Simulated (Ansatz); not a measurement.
# CH₇AlOSn: how energies converge with the basis set

The task here is to estimate one member of a computed series from the others.

Program: Ansatz 0.2.0, Gaussian basis. Level of theory: one geometry, several basis sets. These are calculated values, not measurements.

The runs, in order: PBE0-D4/def2-SVP; ωB97M-V/def2-SVP; PBE0-D4/def2-QZVPP; ωB97M-V/def2-QZVPP; the functionals' def2-TZVPP values are taken from earlier runs.

## Structure used throughout

All runs share one geometry, relaxed beforehand with PBE0-D4 in a triple-zeta def2 set. Sn takes the def2 core potential; no spin-orbit term is included.

SMILES `[CH3][SnH2][O][AlH2]`, 11 atoms, charge 0, spin multiplicity 1.

Atoms are counted from 1 here; the program's logs count them from 0.

Bond lengths: C1–Sn2 2.132 Å, C1–H5 1.091 Å, C1–H6 1.090 Å, C1–H7 1.090 Å, Sn2–O3 1.956 Å, Sn2–H8 1.709 Å, Sn2–H9 1.710 Å, O3–Al4 1.677 Å, Al4–H10 1.589 Å, Al4–H11 1.583 Å. Angles: Sn2–C1–H5 110.4°, Sn2–C1–H6 109.5°, Sn2–C1–H7 109.7°, H5–C1–H6 109.1°, H5–C1–H7 109.0°, H6–C1–H7 109.0°, C1–Sn2–O3 107.2°, C1–Sn2–H8 113.1°, C1–Sn2–H9 113.1°, O3–Sn2–H8 105.3°, O3–Sn2–H9 105.6°, H8–Sn2–H9 111.8°, Sn2–O3–Al4 148.1°, O3–Al4–H10 119.4°, O3–Al4–H11 118.6°, H10–Al4–H11 122.1°.

Set-up of the first run:

in.yaml reads:

```yaml
crystal:
  periodic: [false, false, false]
  atoms:
    - {symbol: C, position_ang: [-1.186738, 1.382526, -0.118369]}
    - {symbol: Sn, position_ang: [-0.829443, -0.433544, 0.940419]}
    - {symbol: O, position_ang: [0.787705, -1.234981, 0.185796]}
    - {symbol: Al, position_ang: [2.119763, -1.074135, -0.820396]}
    - {symbol: H, position_ang: [-2.066495, 1.889092, 0.280823]}
    - {symbol: H, position_ang: [-0.321823, 2.038484, -0.019670]}
    - {symbol: H, position_ang: [-1.349782, 1.165603, -1.174130]}
    - {symbol: H, position_ang: [-2.059361, -1.597525, 0.710736]}
    - {symbol: H, position_ang: [-0.488890, -0.186545, 2.597478]}
    - {symbol: H, position_ang: [2.336399, 0.285201, -1.614728]}
    - {symbol: H, position_ang: [3.123963, -2.291178, -0.947359]}
basis:
  gaussian: {orbitals: def2-SVP}
hamiltonian: {xc: pbe0, dispersion: d4}
output: {orbitals: {seedname: orbitals}}
```

Steps of the session up to this table: PBE0-D4 in def2-SVP; ωB97M-V in def2-SVP; PBE0-D4 in def2-QZVPP; ωB97M-V in def2-QZVPP.

One of the session's tables, all rows but one given; the rest of the session is left out.

It belongs to the step «Functionals by basis». 

```
functional       basis  HOMO (eV)
   PBE0-D4    def2-SVP      -7.62
   PBE0-D4  def2-TZVPP      -7.72
   PBE0-D4  def2-QZVPP      -7.73
   ωB97M-V    def2-SVP      -9.81
   ωB97M-V  def2-TZVPP      -9.95
   ωB97M-V  def2-QZVPP          ?
```

Estimate the missing values for ωB97M-V, def2-QZVPP.

As computed: HOMO (eV): -9.96. In the column «HOMO (eV)» it is the lowest.
